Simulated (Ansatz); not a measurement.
# BHF2 (SMILES FBF) at revPBE/STO-3G

What is the electronic atomisation energy of BHF2 at revPBE/STO-3G? 

The results are computed with Ansatz 0.2.0.

54 further runs of the same task are left out: 1 that didn't finish, 53 set aside as unsound or not needed.

## 1. The molecule

BHF2 has 4 atoms, charge 0, and is taken as a singlet. SMILES: `FBF`. The shape is that of a PBE0-D4/def2-TZVP optimisation.

Bond lengths: F1–B2 1.313 Å, B2–F3 1.313 Å, B2–H4 1.191 Å. Angles: F1–B2–F3 118.1°, F1–B2–H4 121.0°, F3–B2–H4 121.0°.

## 2. A single-point energy at revPBE/STO-3G

File job.yaml:

```yaml
basis:
  gaussian: {orbitals: STO-3G}
crystal:
  periodic: [false, false, false]
  atoms:
    - symbol: F
      position_ang: [1.154300, 0.456900, -0.361900]
    - symbol: B
      position_ang: [-0.001900, -0.031000, 0.025200]
    - symbol: F
      position_ang: [-1.095400, 0.528700, -0.438900]
    - symbol: H
      position_ang: [-0.057000, -0.954600, 0.775600]
hamiltonian: {xc: {name: revPBE}}
accuracy: high
```

Run with:

```sh
$ ansatz run job.yaml --threads 1 --pin off --max-ram 2610MiB --events-out events.jsonl --progress --plain --runs-dir runs
```

Output:

```text
Warning: RAYON_NUM_THREADS=1 ignored (pool sized by the plan → 1); use --threads N
Functional definition: revPBE
  name "revPBE"
  parameter kappa = 1.245
  parameter beta = 0.06672455060314922
  exchange = pbe_x(kappa = kappa, mu = beta*pi^2/3)
  correlation = pbe_c(beta = beta)
272 factors; integrals over basis functions are off by at most 4.3e-8 eV
mean field evaluation 1: about -6039.9803 eV, gradient 8.6e0 eV
mean field evaluation 2: about -6040.0177 eV, gradient 8.7e0 eV
mean field evaluation 4: about -6040.2504 eV, gradient 2.5e-1 eV
mean field evaluation 8: about -6040.2014 eV, gradient 1.7e-2 eV
mean field evaluation 16: about -6040.2014 eV, gradient 1.8e-8 eV
mean field -6040.20142386 eV, -221.9733081313 hartree, gradient 1.8e-8 eV, S^2 0.000000; 0 other end points of the search recorded, 0 dependent functions left out
reference -6040.20142541 eV, -221.9733081881 hartree; 12, 12 occupied and 4, 4 virtual orbitals, 272 factors
Total energy: -6040.20142541 eV, -221.9733081881 hartree
```

It took 0.54 s on 1 thread of Intel Xeon Platinum 8488C (Sapphire Rapids), shared host.

## 3. The B atom

File in.yaml:

```yaml
crystal:
  periodic: [false, false, false]
  atoms:
    - {symbol: B, position_ang: [0.000000, 0.000000, 0.000000]}
basis:
  gaussian: {orbitals: STO-3G}
magnetization: {spin_polarized: true, initial_magnetization: 1}
hamiltonian: {xc: {name: revPBE}}
accuracy: high
```

Run the same way, it converges to -24.26814 Eh (log not shown).

## 4. The F atom

File input.yaml:

```yaml
basis:
  gaussian: {orbitals: STO-3G}
crystal:
  periodic: [false, false, false]
  atoms:
    - {symbol: F, position_ang: [0.000000, 0.000000, 0.000000]}
hamiltonian: {xc: {name: revPBE}}
accuracy: high
magnetization: {spin_polarized: true, initial_magnetization: 1}
```

Run the same way, it converges to -98.24365 Eh (log not shown).

## 5. The H atom at the same level

File run.yaml:

```yaml
crystal:
  periodic: [false, false, false]
  atoms:
    - {symbol: H, position_ang: [0.000000, 0.000000, 0.000000]}
basis:
  gaussian:
    orbitals: STO-3G
total_charge: 0
magnetization:
  spin_polarized: true
  initial_magnetization: 1
hamiltonian:
  xc: {name: revPBE}
accuracy: high
```

Run the same way, it converges to -0.47010 Eh (log not shown).

## 6. What came out

Level: revPBE/STO-3G.

| quantity | value |
| --- | --- |
| molecule: total energy | -221.97331 Eh |
| B atom: total energy | -24.26814 Eh |
| B atom: ⟨S²⟩ | 0.750 |
| F atom: total energy | -98.24365 Eh |
| F atom: ⟨S²⟩ | 0.750 |
| H atom: total energy | -0.47010 Eh |
| H atom: ⟨S²⟩ | 0.750 |
| electronic atomisation energy | 20.348 eV |

Taking the molecule apart into free atoms costs 20.35 eV (1963 kJ/mol), before zero-point energy and without spin-orbit coupling. In a minimal basis such a difference can be off by several eV, whatever the method.
